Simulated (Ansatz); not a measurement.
# GaH₃S: one species, many methods

One table from this session's results is given with a row withheld; the runs are named, their logs left out.

The runs use Ansatz 0.2.0, Gaussian basis; functionals in def2-TZVPP, the program's frozen cores in correlated methods.

Levels to be run: LDA (SPW92), PBE-D4, revPBE-D4, BLYP-D4, r2SCAN-D4, B97M-V, PBE0-D4, B3LYP-D4, r2SCANh-D4, r2SCAN0-D4, HSE06-D4, BHLYP-D4, CAM-B3LYP-D4, LC-ωPBE, ωB97X-V, ωB97M-V, B2PLYP, PBE-QIDH; CCSD(T)/def2-SVP; CCSD(T)/def2-TZVPP; MP2/def2-QZVPP; extrapolation to the limit; RPA on PBE.

## Structure used throughout

All runs share one geometry, relaxed beforehand with PBE0-D4 in a triple-zeta def2 set.

5 atoms, charge 0, spin multiplicity 1.

Atoms are counted from 1 here; the program's logs count them from 0.

Bond lengths: S1–Ga2 2.199 Å, S1–H3 1.343 Å, Ga2–H4 1.559 Å, Ga2–H5 1.560 Å. Angles: Ga2–S1–H3 95.0°, S1–Ga2–H4 115.2°, S1–Ga2–H5 118.1°, H4–Ga2–H5 126.7°.

Set-up of the first run:

File in.yaml:

```yaml
crystal:
  periodic: [false, false, false]
  atoms:
    - {symbol: S, position_ang: [0.039028, -1.453292, 0.684428]}
    - {symbol: Ga, position_ang: [-0.329273, 0.433183, -0.383447]}
    - {symbol: H, position_ang: [1.263831, -1.108351, 1.113276]}
    - {symbol: H, position_ang: [-1.711174, 0.532479, -1.097898]}
    - {symbol: H, position_ang: [0.787487, 1.522382, -0.357758]}
basis:
  gaussian: {orbitals: def2-TZVPP}
hamiltonian: {xc: lda}
output: {orbitals: {seedname: orbitals}}
```

Among the steps run: LDA; PBE-D4 (GGA); revPBE-D4 (GGA); BLYP-D4 (GGA); r2SCAN-D4 (meta-GGA); B97M-V (meta-GGA); PBE0-D4 (hybrid); B3LYP-D4 (hybrid); r2SCANh-D4 (hybrid); r2SCAN0-D4 (hybrid); HSE06-D4 (hybrid); BHLYP-D4 (hybrid); CAM-B3LYP-D4 (range-separated); LC-ωPBE-D4 (range-separated; the results give it without D4); ωB97X-V (range-separated); ωB97M-V (range-separated); B2PLYP (double hybrid); PBE-QIDH (double hybrid).

One of the session's tables, all rows but one given; the rest of the session is left out.

It belongs to the step «Orbital energies across the functionals». 

| functional | HOMO (eV) | LUMO (eV) | gap (eV) |
| --- | --- | --- | --- |
| LDA (SPW92) | -6.73 | -2.54 | 4.19 |
| PBE-D4 | -6.58 | -2.28 | 4.30 |
| revPBE-D4 | -6.53 | -2.17 | 4.36 |
| BLYP-D4 | -6.41 | -2.21 | 4.20 |
| r2SCAN-D4 | -6.85 | -2.02 | 4.83 |
| B97M-V | -6.92 | -2.22 | 4.71 |
| PBE0-D4 | -7.73 | -1.51 | 6.22 |
| B3LYP-D4 | ? | ? | ? |
| r2SCANh-D4 | -7.28 | -1.75 | 5.52 |
| r2SCAN0-D4 | -7.92 | -1.36 | 6.56 |
| HSE06-D4 | -7.33 | -1.88 | 5.45 |
| BHLYP-D4 | -8.74 | -0.77 | 7.97 |
| CAM-B3LYP-D4 | -9.03 | -0.63 | 8.40 |
| LC-ωPBE | -10.43 | 0.52 | 10.95 |
| ωB97X-V | -10.07 | 0.39 | 10.46 |
| ωB97M-V | -9.90 | 0.20 | 10.10 |

**Question.** Estimate the row for B3LYP-D4.

Worked estimate for «HOMO (eV)». Against the share of exact exchange, BLYP-D4 (0, -6.41), BHLYP-D4 (0.5, -8.74) give a slope of -4.66 per unit share; at 0.2 the line stands at -7.34.

**Answer.** HOMO (eV): -7.49; LUMO (eV): -1.77; gap (eV): 5.72. In «HOMO (eV)» the line misses by +0.15.
